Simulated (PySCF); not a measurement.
**[ReO3F]−: other functionals and bases at one geometry**

The task here is to estimate one member of a computed series from the others.

Program: PySCF 2.14.0. Level of theory: several levels, as the steps say, no spin–orbit coupling. These are calculated values, not measurements.

1 further run of the same task is left out (for a known fault of the program).

## Where the work starts

5 atoms, charge -1, spin multiplicity 2.

Bond lengths: Re1–O2 1.746 Å, Re1–O3 1.756 Å, Re1–O4 1.756 Å, Re1–F5 1.955 Å. Angles: O2–Re1–O3 106.6°, O2–Re1–O4 106.6°, O2–Re1–F5 135.2°, O3–Re1–O4 121.9°, O3–Re1–F5 94.3°, O4–Re1–F5 94.3°.

As a file:

```xyz
5
FO3Re
Re    0.0418    0.0618    0.0943
O     1.1780    0.7596    1.2222
O    -1.1838   -0.7493    1.0558
O     0.9928   -0.7919   -1.1104
F    -1.2372    0.7694   -1.2044
```

Formal oxidation states: Re +6. An earlier session relaxed this geometry at PBE, Re def2-SVP with ECP60, O def2-SVP, F def2-SVP (doublet, point group Cs).

At PBE on the finer grid: E = -403.504788 Eh, HOMO 0.95 eV, LUMO 1.91 eV (over both spins), ⟨S²⟩ = 0.752, Mulliken charge on Re1 +0.67 e, largest force component 0.014 eV/Å. The highest filled level lies above zero; it isn't the detachment energy.

Levels to run: PBE0; r2SCAN; CAM-B3LYP; TPSS; PBE, TZVP; PBE, x2c-SVP. Hardware: 2 threads of Arm Neoverse V1, shared host.

Set-up of the first run:

The input, run.py (the lines that set the calculation):

```python
mol = gto.M(atom='''
Re     0.04180     0.06179     0.09429
O      1.17803     0.75959     1.22223
O     -1.18383    -0.74930     1.05583
O      0.99282    -0.79192    -1.11040
F     -1.23720     0.76939    -1.20441''',
    basis={'Re': 'def2-SVP', 'O': 'def2-SVP', 'F': 'def2-SVP'},
    ecp={'Re': 'def2-SVP'},
    charge=-1, spin=1)
mf = dft.UKS(mol, xc='PBE0')
mf.grids.atom_grid = (75, 302)
mf = mf.density_fit()  # fitting sets: Re def2-universal-JKFIT, O def2-universal-JKFIT, F def2-universal-JKFIT
mf.conv_tol = 1e-08; mf.max_cycle = 55
mf.kernel(dm0)  # dm0: the density of the relaxed state
```

Launch:

```bash
> OMP_NUM_THREADS=2 python run.py
```

Steps of the session up to this table: PBE0; r2SCAN; CAM-B3LYP; TPSS; PBE, TZVP; PBE, x2c-SVP.

One of the session's tables, all rows but one given; the rest of the session is left out.

| level | gap (eV) | charge on Re1 (e) | dipole (D) | largest force component (eV/Å) |
| --- | --- | --- | --- | --- |
| PBE (relaxed here) | 0.96 | 0.67 | 0.65 | 0.01 |
| PBE0 | 3.35 | 0.93 | 0.91 | 0.85 |
| r2SCAN | 1.60 | 0.89 | 0.81 | 0.36 |
| CAM-B3LYP | 5.74 | 0.89 | 0.95 | 0.89 |
| TPSS | 1.16 | 0.80 | 0.74 | 0.08 |
| PBE, TZVP | ? | ? | ? | ? |
| PBE, x2c-SVP | 0.92 | 0.50 | 0.70 | 0.57 |

Estimate the missing values for PBE, TZVP.

As computed: gap (eV): 1.01; charge on Re1 (e): 1.06; dipole (D): 0.71; largest force component (eV/Å): 0.15. In the column «gap (eV)» it lies between PBE (relaxed here) (0.96) and TPSS (1.16).

The dipole of a charged species depends on the origin, so these sizes hold for this origin alone.

In one basis the HOMO–LUMO gap runs from 0.96 eV (PBE) to 5.74 eV (CAM-B3LYP). The largest leftover force, 0.89 eV/Å with CAM-B3LYP, stands at a geometry relaxed at another level. Total energies of different levels can't be compared.
